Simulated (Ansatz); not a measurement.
# H8N2Si2: the cost of one run

Method: UHF/6-31G*, in Ansatz 0.2.0.

## (1) The structure to begin with

Bond lengths: Si1–N2 2.122 Å, Si1–N3 1.662 Å, Si1–H5 1.476 Å, Si1–Si6 2.304 Å, N2–H7 1.008 Å, N2–H8 1.007 Å, N3–H9 1.008 Å, Si6–H10 1.471 Å, Si6–H11 1.468 Å, Si6–H12 1.471 Å. Angles (14 of 16 angles, heavy atoms first): N2–Si1–N3 77.0°, N2–Si1–Si6 108.7°, N3–Si1–Si6 126.4°, Si1–N2–H7 119.1°, Si1–N2–H8 119.0°, N2–Si1–H5 100.3°, N3–Si1–H5 118.8°, H5–Si1–Si6 112.5°, Si1–N3–H9 131.1°, Si1–Si6–H10 114.1°, Si1–Si6–H11 114.1°, Si1–Si6–H12 110.7°, H7–N2–H8 109.6°, H10–Si6–H11 105.3°.

As a file:

```xyz
12

Si   -0.4232    0.2451   -0.6059
N     0.9887    1.4241    0.4512
N     0.8811    0.2759   -1.6348
H     1.5154    1.0299   -0.7199
H    -1.5030    1.2335   -0.7983
Si   -1.0661   -1.5145    0.7356
H     0.8083    2.4071    0.5790
H     1.4140    1.0479    1.2833
H     1.0917   -0.2711   -2.4545
H    -2.0387   -1.1502    1.7774
H     0.0423   -2.1598    1.4501
H    -1.7103   -2.5679   -0.0630
```

## (2) A restrained relaxation towards end A

Springs on the bonds that form and break draw the guess towards this end; the thresholds are loose.

Input file input.yaml:

```yaml
crystal:
  periodic: [false, false, false]
  atoms:
    - { symbol: Si, position_ang: [-0.4232, 0.2451, -0.6059] }
    - { symbol: "N", position_ang: [0.9887, 1.4241, 0.4512] }
    - { symbol: "N", position_ang: [0.8811, 0.2759, -1.6348] }
    - { symbol: H, position_ang: [1.5154, 1.0299, -0.7199] }
    - { symbol: H, position_ang: [-1.503, 1.2335, -0.7983] }
    - { symbol: Si, position_ang: [-1.0661, -1.5145, 0.7356] }
    - { symbol: H, position_ang: [0.8083, 2.4071, 0.579] }
    - { symbol: H, position_ang: [1.414, 1.0479, 1.2833] }
    - { symbol: H, position_ang: [1.0917, -0.2711, -2.4545] }
    - { symbol: H, position_ang: [-2.0387, -1.1502, 1.7774] }
    - { symbol: H, position_ang: [0.0423, -2.1598, 1.4501] }
    - { symbol: H, position_ang: [-1.7103, -2.5679, -0.063] }
magnetization:
  spin_polarized: true
basis:
  gaussian: { orbitals: "6-31G*" }
hamiltonian:
  xc: hf
relax:
  f_tol: 0.15
  max_steps: 25
  restrain:
    - { distance: [3, 1], at: 2.32, k: 30.0 }
    - { distance: [0, 1], at: 1.82, k: 30.0 }
    - { distance: [3, 2], at: 1.02, k: 30.0 }
```

Run with:

```console
$ ansatz run input.yaml --threads 2 --pin off --max-ram 3072MiB --backend cpu --events-out ev --progress --plain --runs-dir out
```

**Question.** How long does this run take on 2 threads of AMD EPYC 7B13 (Zen 3), shared host, and how much memory does it need?

About 15 s, with a peak of 0.22 GiB.
